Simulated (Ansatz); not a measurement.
# CH5NOS2W: a ladder of functionals and wavefunction methods

One table from this session's results is given with a row withheld; the runs are named, their logs left out.

Computed with Ansatz 0.2.0, Gaussian basis. Level: functionals in def2-TZVPP, the program's frozen cores in correlated methods.

Plan: LDA (SPW92), PBE-D4, revPBE-D4, BLYP-D4, r2SCAN-D4, B97M-V, PBE0-D4, B3LYP-D4, r2SCANh-D4, r2SCAN0-D4, HSE06-D4, BHLYP-D4, CAM-B3LYP-D4, LC-ωPBE, ωB97X-V, ωB97M-V, B2PLYP, PBE-QIDH; CCSD(T)/def2-SVP; CCSD(T)/def2-TZVPP; MP2/def2-QZVPP; extrapolation to the limit; RPA on PBE.

### Structure used throughout

An earlier PBE0-D4 in a triple-zeta def2 set relaxation fixed the geometry. W takes the def2 core potential; no spin-orbit term is included.

11 atoms, charge 0, spin multiplicity 1.

Atoms are counted from 1 here; the program's logs count them from 0.

Bond lengths: C1–O2 1.405 Å, C1–H7 1.094 Å, C1–H8 1.092 Å, C1–H9 1.094 Å, O2–W3 1.853 Å, W3–N4 1.926 Å, W3–S5 2.131 Å, W3–S6 2.131 Å, N4–H10 1.009 Å, N4–H11 1.009 Å. Angles: O2–C1–H7 110.2°, O2–C1–H8 108.4°, O2–C1–H9 110.2°, H7–C1–H8 109.4°, H7–C1–H9 109.3°, H8–C1–H9 109.4°, C1–O2–W3 137.6°, O2–W3–N4 109.2°, O2–W3–S5 108.9°, O2–W3–S6 108.9°, N4–W3–S5 109.5°, N4–W3–S6 109.5°, S5–W3–S6 110.9°, W3–N4–H10 123.5°, W3–N4–H11 123.4°, H10–N4–H11 112.0°.

Set-up of the first run:

in.yaml

```yaml
crystal:
  periodic: [false, false, false]
  atoms:
    - {symbol: C, position_ang: [-0.831239, -0.632185, 1.891071]}
    - {symbol: O, position_ang: [-0.353551, -0.610237, 0.569711]}
    - {symbol: W, position_ang: [0.377899, 0.627065, -0.600003]}
    - {symbol: N, position_ang: [0.741775, -0.232186, -2.284764]}
    - {symbol: S, position_ang: [2.197288, 1.367372, 0.226576]}
    - {symbol: S, position_ang: [-1.021493, 2.206768, -0.895597]}
    - {symbol: H, position_ang: [-1.664614, 0.067545, 2.002204]}
    - {symbol: H, position_ang: [-1.174016, -1.643699, 2.117801]}
    - {symbol: H, position_ang: [-0.032570, -0.355118, 2.585199]}
    - {symbol: H, position_ang: [1.647663, -0.596917, -2.538995]}
    - {symbol: H, position_ang: [0.112858, -0.198418, -3.073213]}
basis:
  gaussian: {orbitals: def2-TZVPP}
hamiltonian: {xc: lda}
output: {orbitals: {seedname: orbitals}}
```

Command:

```bash
ansatz run in.yaml --threads 8 --pin off --events-out ev --progress --plain --max-ram 18278MiB
```

Among the steps run: LDA; PBE-D4 (GGA); revPBE-D4 (GGA); BLYP-D4 (GGA); r2SCAN-D4 (meta-GGA); B97M-V (meta-GGA); B3LYP-D4 (hybrid); r2SCANh-D4 (hybrid); r2SCAN0-D4 (hybrid); HSE06-D4 (hybrid); BHLYP-D4 (hybrid); CAM-B3LYP-D4 (range-separated); LC-ωPBE (range-separated); ωB97X-V (range-separated); ωB97M-V (range-separated); B2PLYP (double hybrid); PBE-QIDH (double hybrid).

One of the session's tables, all rows but one given; the rest of the session is left out.

It belongs to the step «Frontier levels by functional». 

| functional | HOMO (eV) | LUMO (eV) | gap (eV) |
| --- | --- | --- | --- |
| LDA (SPW92) | -5.98 | -3.12 | 2.86 |
| PBE-D4 | -5.83 | -2.96 | 2.88 |
| revPBE-D4 | -5.78 | -2.89 | 2.89 |
| BLYP-D4 | -5.65 | -2.80 | 2.84 |
| r2SCAN-D4 | -6.11 | -2.93 | 3.18 |
| B97M-V | -6.15 | -2.85 | 3.30 |
| PBE0-D4 | -6.94 | -2.29 | 4.64 |
| B3LYP-D4 | -6.69 | -2.44 | 4.25 |
| r2SCANh-D4 | -6.51 | -2.67 | 3.84 |
| r2SCAN0-D4 | -7.12 | -2.27 | 4.84 |
| HSE06-D4 | -6.55 | -2.66 | 3.88 |
| BHLYP-D4 | -7.87 | -1.44 | 6.43 |
| CAM-B3LYP-D4 | -8.10 | -1.25 | 6.85 |
| LC-ωPBE | -9.39 | -0.28 | 9.11 |
| ωB97X-V | -9.07 | -0.31 | 8.75 |
| ωB97M-V | ? | ? | ? |

**Question.** Estimate the row for ωB97M-V.

**Answer.** HOMO (eV): -8.91; LUMO (eV): -0.33; gap (eV): 8.59. In the column «HOMO (eV)» it lies between ωB97X-V (-9.07) and CAM-B3LYP-D4 (-8.10).
